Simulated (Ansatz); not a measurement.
# CH₂OSSe, SMILES O=C(S)[SeH]: an atomisation energy

Program: the Python package of Ansatz (0.2.0).

Run as a notebook:

In [1]:
```python
from collections import Counter

import ansatz as az
from ase import Atoms
```

In [2]:
```python
def total_energy(molecule, charge=0, unpaired=0):
    calc = molecule.calculation().basis(gaussian="6-31G*").functional("CAM-B3LYP")
    if charge:
        calc = calc.charge(charge)
    if unpaired:
        calc = calc.spin("collinear", total=unpaired)
    report = calc.run(threads=1, pin="off").report
    if report["published_state_doubts"]:
        print("  doubts:", report["published_state_doubts"])
    return report["free_energy_ev"]
```

In [3]:
```python
atoms = Atoms(["O", "C", "S", "Se", "H", "H"], positions=[
    (-0.8533, -1.457, 0.4129),
    (-0.1699, -0.4435, 0.4506),
    (1.5553, -0.6287, 0.1433),
    (-0.816, 1.3021, 0.8414),
    (1.4364, -0.4078, -1.2405),
    (-1.1105, 1.5708, -0.6538),
])
geometry = az.Crystal.molecule_from_ase(atoms)
```

In [4]:
```python
# Hund ground states
unpaired = {"O": 2, "C": 2, "S": 2, "Se": 2, "H": 1}
counts = Counter(site.symbol for site in geometry.cartesian_sites)
atom_energy = {s: total_energy(az.Crystal.molecule().atom(s, (0, 0, 0)), 0, unpaired[s]) for s in counts}
whole = total_energy(geometry, 0, 0)
for s, e in atom_energy.items():
    print(f"{s:2s} x{counts[s]}  {e:14.5f} eV")
print(f"CH2OSSe: {whole:.5f} eV")
split = sum(counts[s] * e for s, e in atom_energy.items()) - whole
print(f"atomisation energy (no zero-point term): {split:.3f} eV, {split / sum(counts.values()):.3f} eV an atom")
```
```text
O  x1     -2041.86645 eV
C  x1     -1029.23364 eV
S  x1    -10832.82987 eV
Se x1    -65343.36748 eV
H  x2       -13.51936 eV
CH2OSSe: -79294.00561 eV
atomisation energy (no zero-point term): 19.669 eV, 3.278 eV an atom
```

19.669 eV from the electronic energies, without the zero-point term.

What to keep in mind:
- Total energies depend on the basis set; only differences at equal settings carry meaning.
- The geometry is a force-field or estimated start, not a minimum of this method, and the basis set is short of its limit. All parts are taken at fixed geometry, without zero-point energy.
- The spin-orbit lowering of heavy atoms is left out.
- It ran for 5.2 s on 1 thread of Arm Neoverse V2 (shared host), peak memory 0.27 GiB.
